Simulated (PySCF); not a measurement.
# C5H10O2 (4-methyl-1,3-dioxane) at 5 levels

Aim: a comparison of 5 runs (BLYP/6-31G*, PBE/6-31G*, SVWN5/6-31G*, revPBE/6-31G*, CCSD(T)/6-31G*) of C5H10O2 (4-methyl-1,3-dioxane). The job is set up through a Python script.

The calculation is run with PySCF 2.14.0.

## 1. Starting point

C5H10O2 has 17 atoms, charge 0, and is taken as a singlet. SMILES: `CC1CCOCO1`. The C1–C2 distance was set to 3.343 Å, away from the relaxed value. At this shape a bond of the SMILES string is far longer than usual.

Bond lengths: C2–C3 1.527 Å, C3–C4 1.517 Å, C4–O5 1.413 Å, O5–C6 1.395 Å, C2–O7 1.426 Å, C6–O7 1.394 Å, C1–H8 1.091 Å, C1–H9 1.092 Å, C1–H10 1.093 Å, C2–H11 1.093 Å, C3–H12 1.093 Å, C3–H13 1.094 Å, C4–H14 1.101 Å, C4–H15 1.091 Å, C6–H16 1.104 Å, C6–H17 1.090 Å. Some angles: C2–C3–C4 110.5°, C3–C2–O7 109.4°, C3–C4–O5 110.1°, C4–O5–C6 110.2°, O5–C6–O7 113.1°, C2–O7–C6 113.5°, C2–C3–H12 108.8°, C2–C3–H13 110.4°, C4–C3–H12 108.5°, C4–C3–H13 110.6°.

## 2. A single-point energy at BLYP/6-31G(d) (spherical functions) (run 1)

Input file input.py:

```python
from pyscf import gto, dft

molecule = gto.M(
    atom='''
C     -1.134947    -6.114553    -1.961060
C      1.675960    -0.561627    -0.874811
C      0.133604     1.714322    -1.751115
C     -1.971438     2.275816     0.112836
O     -0.973530     2.510142     2.578834
C      0.279736     0.296347     3.269188
O      2.337969    -0.250389     1.719216
H     -0.002755    -7.644192    -1.165919
H     -3.029265    -6.227577    -1.152483
H     -1.306572    -6.423977    -3.995293
H      3.492781    -0.560247    -1.857487
H      1.375097     3.361993    -1.853330
H     -0.638368     1.378858    -3.638913
H     -3.414792     0.777622     0.086474
H     -2.908118     4.059170    -0.325600
H     -1.076142    -1.289001     3.273327
H      1.027841     0.581752     5.166152
''',
    charge=0,
    verbose=3,
    max_memory=1860,
    unit='bohr',
    basis='6-31g*',
)

myscf = dft.RKS(molecule)
myscf.xc = 'blyp'
myscf.conv_tol = 1e-10
myscf.grids.level = 5
myscf.kernel()
if not myscf.converged:
    myscf = myscf.newton().run(myscf.mo_coeff, myscf.mo_occ)

e_final = myscf.e_tot
print('Final energy', e_final)
```

Started as:

```
$ OMP_NUM_THREADS=1 python input.py
```

The log of the run:

```text
SCF not converged.
SCF energy = -346.663895171357
converged SCF energy = -346.663895174948
Final energy -346.66389517494815
```

Run time: 2.2 min. Hardware: 1 thread of Intel Xeon at 2.70GHz, shared host; peak memory 0.83 GiB.

## 3. A single-point energy at PBE/6-31G(d) (spherical functions) (run 2)

Input file mol.xyz:

```xyz
17

C     -0.600588    -3.235682    -1.037748
C      0.886880    -0.297200    -0.462930
C      0.070700     0.907180    -0.926650
C     -1.043240     1.204310     0.059710
O     -0.515170     1.328310     1.364660
C      0.148030     0.156820     1.729980
O      1.237200    -0.132500     0.909770
H     -0.001458    -4.045132    -0.616978
H     -1.603018    -3.295492    -0.609868
H     -0.691408    -3.399422    -2.114218
H      1.848300    -0.296470    -0.982940
H      0.727670     1.779090    -0.980740
H     -0.337810     0.729660    -1.925630
H     -1.807030     0.411500     0.045760
H     -1.538910     2.148020    -0.172300
H     -0.569470    -0.682110     1.732170
H      0.543910     0.307850     2.733810
```

Input file calc.py:

```python
from pyscf import gto, dft

molecule = gto.M(
    atom='mol.xyz',
    max_memory=1860,
    basis='6-31g*',
    spin=0,
    verbose=3,
)

myscf = dft.RKS(molecule, xc='pbe')
myscf.conv_tol = 1e-10
myscf.grids.level = 5
myscf.kernel()
if not myscf.converged:
    myscf = myscf.newton().run(myscf.mo_coeff, myscf.mo_occ)

etot = myscf.e_tot
print('Final energy', etot)
```

Started as:

```
$ OMP_NUM_THREADS=1 python calc.py
```

The log of the run:

```text
SCF not converged.
SCF energy = -346.372994253728
converged SCF energy = -346.372994256092
Final energy -346.3729942560924
```

Wall time 2.1 min (1 thread of Intel Xeon at 2.70GHz, shared host); peak memory 0.83 GiB.

Runs 3 to 4 aren't shown in full; the table further down has their settings and results.

## 4. A single-point energy at CCSD(T)/6-31G(d) (spherical functions) (run 5)

Input file calc.py:

```python
from pyscf import gto, cc

system = gto.M(
    atom='''
C     -0.600588    -3.235682    -1.037748
C      0.886880    -0.297200    -0.462930
C      0.070700     0.907180    -0.926650
C     -1.043240     1.204310     0.059710
O     -0.515170     1.328310     1.364660
C      0.148030     0.156820     1.729980
O      1.237200    -0.132500     0.909770
H     -0.001458    -4.045132    -0.616978
H     -1.603018    -3.295492    -0.609868
H     -0.691408    -3.399422    -2.114218
H      1.848300    -0.296470    -0.982940
H      0.727670     1.779090    -0.980740
H     -0.337810     0.729660    -1.925630
H     -1.807030     0.411500     0.045760
H     -1.538910     2.148020    -0.172300
H     -0.569470    -0.682110     1.732170
H      0.543910     0.307850     2.733810
''',
    max_memory=1860,
    basis='6-31g*',
    spin=0,
    verbose=4,
)

mf = system.RHF()
mf.conv_tol = 1e-10
mf.kernel()
if not mf.converged:
    mf = mf.newton().run(mf.mo_coeff, mf.mo_occ)

mycc = cc.CCSD(mf, frozen=7)
mycc.kernel()
e_t = mycc.ccsd_t()
e_final = mycc.e_tot + e_t
print('E(%s) = %.9f' % ('CCSD(T)', e_final))
```

Started as:

```
$ OMP_NUM_THREADS=1 python calc.py
```

The log of the run:

```text
PySCF version 2.14.0

[... 77 lines left out ...]
converged SCF energy = -344.621896224354
[... 12 lines left out ...]
Init t2, MP2 energy = -345.669564934699  E_corr(MP2) -1.04766871034484
[... 17 lines left out ...]
CCSD converged
[... 2 lines left out ...]
E(CCSD(T)) = -345.791267998
```

Wall time 4 min (1 thread of Intel Xeon at 2.70GHz, shared host); peak memory 1.4 GiB.

## 5. Overview of the runs

| run | level | integration grid | frozen core orbitals | energy (Eh) | dipole moment (D) of the reference | HOMO energy (eV) | LUMO energy (eV) | wall time |
| --- | --- | --- | --- | --- | --- | --- | --- | --- |
| 1 | BLYP/6-31G* (spherical functions) | 5 | – | -346.663895 | 1.17 | -4.37 | -3.24 | 2.2 min |
| 2 | PBE/6-31G* (spherical functions) | 5 | – | -346.372994 | 1.20 | -4.53 | -3.38 | 2.1 min |
| 3 | SVWN5/6-31G* (spherical functions) | 5 | – | -343.874598 | 1.22 | -4.66 | -3.49 | 52 s |
| 4 | revPBE/6-31G* (spherical functions) | 5 | – | -346.697375 | 1.20 | -4.48 | -3.34 | 80 s |
| 5 | CCSD(T)/6-31G* (spherical functions) | – | 7 | -345.791268 | 1.60 | -6.80 | 0.16 | 4 min |

## 6. Outcome

```
                                          quantity          value
                               run 5: total energy  -345.79127 Eh
       run 5: dipole moment (Hartree–Fock density)         1.60 D
        run 5: HOMO energy (Hartree–Fock orbitals)       -6.80 eV
        run 5: LUMO energy (Hartree–Fock orbitals)        0.16 eV
      run 5: HOMO–LUMO gap (Hartree–Fock orbitals)        6.96 eV
run 5: correlation energy (7 core orbitals frozen)    -1169.4 mEh
                             run 5: (T) correction     -56.21 mEh
                              run 5: T1 diagnostic          0.019
```

In words: Over runs 1, 2, 3, 4 the dipole moment (its size) runs from 1.17 D (BLYP/6-31G*) to 1.22 D (SVWN5/6-31G*). Over runs 1, 2, 3, 4 the HOMO–LUMO gap runs from 1.13 eV (BLYP/6-31G*) to 1.17 eV (SVWN5/6-31G*). Totals of different functionals can't be ranked against each other. In runs 1, 2, 3, 4, 5 a closed-shell determinant meets a far-stretched bond, which it describes badly. All runs together took 10 min, the longest 4 min.
